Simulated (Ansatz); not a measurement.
Runs of Ansatz 0.2.0 on MnPt2. Symmetry: P-3m1, No. 164, trigonal system. The conventional cell has a = 2.858 Å, b = 2.858 Å, c = 6.533 Å, α = 90.00°, β = 90.00°, γ = 120.00°. Pt (site symmetry 3m) has 3 Mn at 2.64 Å and 9 Pt at 2.86 to 2.91 Å as nearest neighbours. Mn (site symmetry -3m) is surrounded by 6 Pt at 2.64 Å and 6 Mn at 2.86 Å. The cell comes from a database or a generator and needn't be the stable form of this composition.

```csv
task,level,potentials or basis,cutoff (eV),basis error allowed,pressure (GPa),moment (μB),largest force (eV/Å)
band structure,PBEsol,"all-electron LAPW, inner shells corrected to Dirac's equation",261,0.002 eV/atom,-9.1,4.51,0.03
band structure,PBEsol,"all-electron LAPW, non-relativistic",261,0.002 eV/atom,(a),4.55,0.03
band structure,PBEsol,"all-electron LAPW, scalar-relativistic",261,0.002 eV/atom,-9.2,4.51,0.03
single point,PBE,"all-electron LAPW, scalar-relativistic",282,0.001 eV/atom,-0.5,4.55,0.02
band structure,PBEsol,all-electron PAW datasets made for the crystal,280,-,-9.2,4.51,0.03
```

Alike in all rows: spin collinear, ferromagnetic start; cell as given; k mesh 11 × 11 × 4; smearing fermi-dirac 0.05 eV.

Estimate the missing entries.

(a) 13.5.

Caveats: relativity is left out, which matters for the heavier elements (some runs).

Not every run made on this cell is shown here.
